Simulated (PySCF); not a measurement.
# GeP⁻ at other levels of theory

Aim: see what other levels and later steps give for GeP⁻.

Computed with PySCF 2.14.0. Level: method and basis as typed in the scripts.

1 further run of the same task is left out (it didn't finish).

### 1 The starting structure

GeP⁻: 2 atoms, charge -1, spin multiplicity 1.

Bond lengths: Ge1–P2 2.441 Å.

### 2 Base script

input.py

```python
from pyscf import gto, scf, mp

mol = gto.M(
    atom='Ge 0 0 0; P 0 0 2.441',
    basis='ano-rcc-vdzp',
    charge=-1,
    spin=0,
    verbose=4,
)
mf = scf.RHF(mol)
mf = mf.sfx2c1e()
mf = mf.density_fit(auxbasis='def2-universal-jkfit')
mf.kernel()
mp.MP2(mf, frozen=14).kernel()
mf.dip_moment()
print('orbital energies (hartree):', mf.mo_energy[..., max(0, mol.nelec[1]-3):mol.nelec[0]+3].round(4))
```

Run with:

```
$ OMP_NUM_THREADS=1 python input.py
```

### 3 Population analysis

Edit 1 changes step after the SCF: mp2 → analyze.

input.py: that of step 2 with these lines changed.

```diff
@@ -1,2 +1,2 @@
-from pyscf import gto, scf, mp
+from pyscf import gto, scf
 
@@ -13,4 +13,3 @@
 mf.kernel()
-mp.MP2(mf, frozen=14).kernel()
-mf.dip_moment()
+mf.analyze()
 print('orbital energies (hartree):', mf.mo_energy[..., max(0, mol.nelec[1]-3):mol.nelec[0]+3].round(4))
```

### 4 0.5*hf+0.5*b88,lyp (RKS)

Edit 2 changes functional: none (Hartree–Fock) → 0.5*hf+0.5*b88,lyp; SCF type: RHF → RKS; step after the SCF: mp2 → analyze.

input.py

```python
from pyscf import gto, dft

mol = gto.M(
    atom='Ge 0 0 0; P 0 0 2.441',
    basis='ano-rcc-vdzp',
    charge=-1,
    spin=0,
    verbose=4,
)
mf = dft.RKS(mol, xc='0.5*hf+0.5*b88,lyp')
mf = mf.sfx2c1e()
mf = mf.density_fit(auxbasis='def2-universal-jkfit')
mf.kernel()
mf.analyze()
print('orbital energies (hartree):', mf.mo_energy[..., max(0, mol.nelec[1]-3):mol.nelec[0]+3].round(4))
```

### 5 Geometry optimisation

Edit 3 changes step after the SCF: mp2 → optimize.

input.py

```python
from pyscf import gto, scf
from pyscf.geomopt.geometric_solver import optimize

mol = gto.M(
    atom='Ge 0 0 0; P 0 0 2.441',
    basis='ano-rcc-vdzp',
    charge=-1,
    spin=0,
    verbose=4,
)
mf = scf.RHF(mol)
mf = mf.sfx2c1e()
mf = mf.density_fit(auxbasis='def2-universal-jkfit')
mf.kernel()
mol_eq = optimize(mf, maxsteps=30)
print('optimised geometry (angstrom)')
print(mol_eq.tostring('raw'))
print('orbital energies (hartree):', mf.mo_energy[..., max(0, mol.nelec[1]-3):mol.nelec[0]+3].round(4))
```

Q: Predict the outcome of this session. Wanted: for each run, E(SCF); from base; gap; after the SCF.

As calculated:

| run | E(SCF) (hartree) | from base (eV) | cycles | gap (eV) | after the SCF |
| --- | --- | --- | --- | --- | --- |
| base | -2438.635563 | 0 | 11 | 7.65 | MP2 correlation -10.572 eV, core frozen |
| population analysis | -2438.635563 | 0.0000 | 11 | 7.65 | n/a |
| 0.5*hf+0.5*b88,lyp (RKS) | -2440.952712 | not comparable | 11 | 4.83 | n/a |
| geometry optimisation | -2438.635563 | 0.0000 | 11 | 7.65 | bond 2.052 Å, -1.314 eV |

SCF columns refer to the geometry typed in the script.

What this shows: A lower total energy from another functional means nothing by itself. The dearest run is “geometry optimisation”, at 21 s against 1.8 s.
